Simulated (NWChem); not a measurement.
**C2H2BClO (SMILES C#CB(O)Cl) at 3 levels**

Wanted: a comparison of 3 runs (HF/STO-3G, HF/3-21G, B3LYP/6-31G*) of C2H2BClO. 

Program for the calculation: NWChem 7.3.0.

### 1 The system as given

C2H2BClO: 7 atoms, total charge 0, spin state singlet. As SMILES, `C#CB(O)Cl`. The coordinates come from a GFN2-xTB relaxation. This is one conformer, not always the lowest.

Bond lengths: C1–C2 1.203 Å, C2–B3 1.518 Å, B3–O4 1.328 Å, B3–Cl5 1.760 Å, C1–H6 1.051 Å, O4–H7 0.958 Å. Angles: C1–C2–B3 177.7°, C2–B3–O4 121.2°, C2–B3–Cl5 118.0°, O4–B3–Cl5 120.8°, C2–C1–H6 179.6°, B3–O4–H7 118.0°.

### 2 Energy and forces at HF/STO-3G (run 1)

job.nw reads:

```
START job
memory stack 880 mb heap 220 mb global 1100 mb

GEOMETRY noautosym nocenter noautoz
C    -0.721040    0.023670    1.898470
C    -0.274250    0.024400    0.781900
B     0.340710    0.049590   -0.606260
O    -0.284130   -0.491050   -1.645690
Cl    1.912320    0.818210   -0.798940
H    -1.119010    0.024340    2.871650
H     0.145410   -0.449160   -2.501130
END

BASIS spherical bse
* library STO-3G
END

SCF
singlet
rhf
thresh 1e-08
maxiter 80
END

TASK scf gradient
```

Command:

```
nwchem job.nw > job.out
```

Output:

```text
[...]
  functions       =    31
[...]
  wavefunction    = RHF
[...]
         Total SCF energy =   -628.790352732154
      One-electron energy =  -1205.146355942350
      Two-electron energy =    406.854688644968
 Nuclear repulsion energy =    169.501314565228
        Time for solution =      1.4s
[...]
                         RHF ENERGY GRADIENTS
    atom               coordinates                        gradient
                 x          y          z           x          y          z
   1 C      -1.362568   0.044730   3.587588   -0.032315  -0.000061   0.083101
   2 C      -0.518257   0.046109   1.477577    0.029659   0.001201  -0.070385
   3 B       0.643849   0.093712  -1.145665    0.019108   0.010619   0.003899
   4 O      -0.536928  -0.927950  -3.109903    0.022351   0.005336  -0.029241
   5 Cl      3.613761   1.546193  -1.509778   -0.026070  -0.012340   0.005231
   6 H      -2.114622   0.045996   5.426632    0.006351   0.000158  -0.015953
   7 H       0.274785  -0.848789  -4.726450   -0.019084  -0.004913   0.023348
[...]
```

It took 2.6 s on 1 thread of Intel Xeon Platinum 8488C (Sapphire Rapids), shared host; peak memory 0.099 GiB.

### 3 Energy and forces at HF/3-21G (run 2)

a.nw reads:

```
start a
title "C2H2BClO"
memory 2200 mb
geometry noautosym nocenter noautoz
  C     -0.721040     0.023670     1.898470
  C     -0.274250     0.024400     0.781900
  B      0.340710     0.049590    -0.606260
  O     -0.284130    -0.491050    -1.645690
  Cl     1.912320     0.818210    -0.798940
  H     -1.119010     0.024340     2.871650
  H      0.145410    -0.449160    -2.501130
end
basis spherical bse
  C library 3-21G
  B library 3-21G
  O library 3-21G
  Cl library 3-21G
  H library 3-21G
end
scf
  thresh 1e-08
  maxiter 80
  noprint "final vectors analysis"
end
task scf gradient
```

Command:

```
nwchem a.nw > a.out
```

Output:

```text
[...]
  functions       =    53
[...]
  wavefunction    = RHF
[...]
         Total SCF energy =   -632.816963417356
      One-electron energy =  -1207.729254340884
      Two-electron energy =    405.410976358300
 Nuclear repulsion energy =    169.501314565228
        Time for solution =      1.9s
[...]
                         RHF ENERGY GRADIENTS
    atom               coordinates                        gradient
                 x          y          z           x          y          z
   1 C      -1.362568   0.044730   3.587588   -0.008203  -0.000308   0.022159
   2 C      -0.518257   0.046109   1.477577    0.009107   0.000652  -0.021910
   3 B       0.643849   0.093712  -1.145665    0.013290  -0.001139  -0.037688
   4 O      -0.536928  -0.927950  -3.109903    0.012020   0.010634   0.021335
   5 Cl      3.613761   1.546193  -1.509778   -0.027107  -0.012815   0.005512
   6 H      -2.114622   0.045996   5.426632    0.000112   0.000240  -0.000414
   7 H       0.274785  -0.848789  -4.726450    0.000781   0.002735   0.011005
[...]
```

Run time: 3.3 s. Hardware: 1 thread of Intel Xeon Platinum 8488C (Sapphire Rapids), shared host; peak memory 0.099 GiB.

### 4 Energy and gradient at B3LYP/6-31G(d) (Cartesian functions) (run 3)

c2h2bclo.xyz reads:

```xyz
7

C     -0.721040     0.023670     1.898470
C     -0.274250     0.024400     0.781900
B      0.340710     0.049590    -0.606260
O     -0.284130    -0.491050    -1.645690
Cl     1.912320     0.818210    -0.798940
H     -1.119010     0.024340     2.871650
H      0.145410    -0.449160    -2.501130
```

run.py reads:

```python
from ase.io import read
from ase.calculators.nwchem import NWChem

mol = read('c2h2bclo.xyz')

calc = NWChem(
    label='c2h2bclo',
    theory='dft',
    memory='2200 mb',
    basis='6-31G*',
    dft={'xc': 'b3lyp', 'mult': '1', 'grid': 'xfine', 'convergence': 'energy 1e-08', 'iterations': '100', 'mulliken': None, 'print': 'low'},
)
mol.calc = calc

forces = mol.get_forces()
e = mol.get_potential_energy()
print(f"E = {e:.6f} eV")
print("forces (eV/A):")
for s, f in zip(mol.symbols, forces):
    print(f"{s:2s} {f[0]:10.5f} {f[1]:10.5f} {f[2]:10.5f}")
```

Command:

```
export ASE_NWCHEM_COMMAND="nwchem PREFIX.nwi > PREFIX.nwo"
python run.py
```

Output:

```text
E = -17353.237167 eV
forces (eV/A):
C    -0.16301    0.00134    0.34854
C     0.27475   -0.05842   -0.91583
B     0.04592    0.16476    0.67168
O    -1.05929   -0.59331   -0.23541
Cl    0.72819    0.34227   -0.16064
H    -0.25536   -0.00566    0.63064
H     0.42876    0.14902   -0.33897
```

The calculator wrote c2h2bclo.nwi:

```
title "c2h2bclo"

permanent_dir c2h2bclo

scratch_dir c2h2bclo

start c2h2bclo

geometry units angstrom nocenter noautosym noautoz
  C  -7.2104000000000001e-01 2.3670000000000000e-02 1.8984700000000001e+00
  C  -2.7424999999999999e-01 2.4400000000000002e-02 7.8190000000000004e-01
  B  3.4071000000000001e-01 4.9590000000000002e-02 -6.0626000000000002e-01
  O  -2.8412999999999999e-01 -4.9104999999999999e-01 -1.6456900000000001e+00
  Cl 1.9123200000000000e+00 8.1820999999999999e-01 -7.9893999999999998e-01
  H  -1.1190100000000001e+00 2.4340000000000001e-02 2.8716499999999998e+00
  H  1.4541000000000001e-01 -4.4916000000000000e-01 -2.5011299999999999e+00
end

memory 2200 mb

basis noprint
   * library 6-31G*
end

dft
  xc b3lyp
  mult 1
  grid xfine
  convergence energy 1e-08
  iterations 100
  mulliken
  print low
end

task dft gradient
```

c2h2bclo.nwo:

```text
Northwest Computational Chemistry Package (NWChem) 7.3.0
             --------------------------------------------------------

           Job information
           ---------------

    nwchem branch   = 7.3.0
    use scalapack   = T
    input           = c2h2bclo.nwi
    prefix          = c2h2bclo.
    data base       = c2h2bclo/c2h2bclo.db
    status          = startup
    nproc           =        1

           Memory information
           ------------------

    heap     =     72089598 doubles =      550.0 Mbytes
    stack    =     72089595 doubles =      550.0 Mbytes
    global   =    144179200 doubles =     1100.0 Mbytes (distinct from heap & stack)
    total    =    288358393 doubles =     2200.0 Mbytes
    verify   = yes
    hardfail = no

[... 41 lines left out ...]
            Nuclear Dipole moment (a.u.)
[... 74 lines left out ...]
   convergence    iter        energy       DeltaE   RMS-Dens  Diis-err    time
[... 14 lines left out ...]
         Total DFT energy =     -637.719708643287
      One electron energy =    -1212.469658270001
           Coulomb energy =      457.773364863022
    Exchange-Corr. energy =      -52.524729801536
 Nuclear repulsion energy =      169.501314565228
[... 33 lines left out ...]
                         DFT ENERGY GRADIENTS

    atom               coordinates                        gradient
                 x          y          z           x          y          z
   1 C      -1.362568   0.044730   3.587588    0.003170  -0.000026  -0.006778
   2 C      -0.518257   0.046109   1.477577   -0.005343   0.001136   0.017810
   3 B       0.643849   0.093712  -1.145665   -0.000893  -0.003204  -0.013062
   4 O      -0.536928  -0.927950  -3.109903    0.020600   0.011538   0.004578
   5 Cl      3.613761   1.546193  -1.509778   -0.014161  -0.006656   0.003124
   6 H      -2.114622   0.045996   5.426632    0.004966   0.000110  -0.012264
   7 H       0.274785  -0.848789  -4.726450   -0.008338  -0.002898   0.006592

 Task  times  cpu:       34.7s     wall:       34.7s
 Total times  cpu:       34.7s     wall:       34.7s
```

Wall time 36 s (1 thread of Intel Xeon Platinum 8488C (Sapphire Rapids), shared host); peak memory 0.14 GiB.

### 5 The series

| run | level | Cartesian functions | iteration cap | energy (Eh) | dipole moment (D) | largest force (eV/Å) | wall time |
| --- | --- | --- | --- | --- | --- | --- | --- |
| 1 | HF/STO-3G | no | 80 | -628.790353 | 1.57 | 4.585 | 2.6 s |
| 2 | HF/3-21G | no | 80 | -632.816963 | 1.09 | 2.056 | 3.3 s |
| 3 | B3LYP/6-31G* (Cartesian functions) | yes | 100 | -637.719709 | – | 1.237 | 36 s |

### 6 What came out

| quantity | value |
| --- | --- |
| run 3: total energy | -637.71971 Eh |
| run 3: largest force on an atom | 1.237 eV/Å |

**Reading.** In run 1 the basis is minimal, so the values are rough. All runs together took 42 s, the longest 36 s.
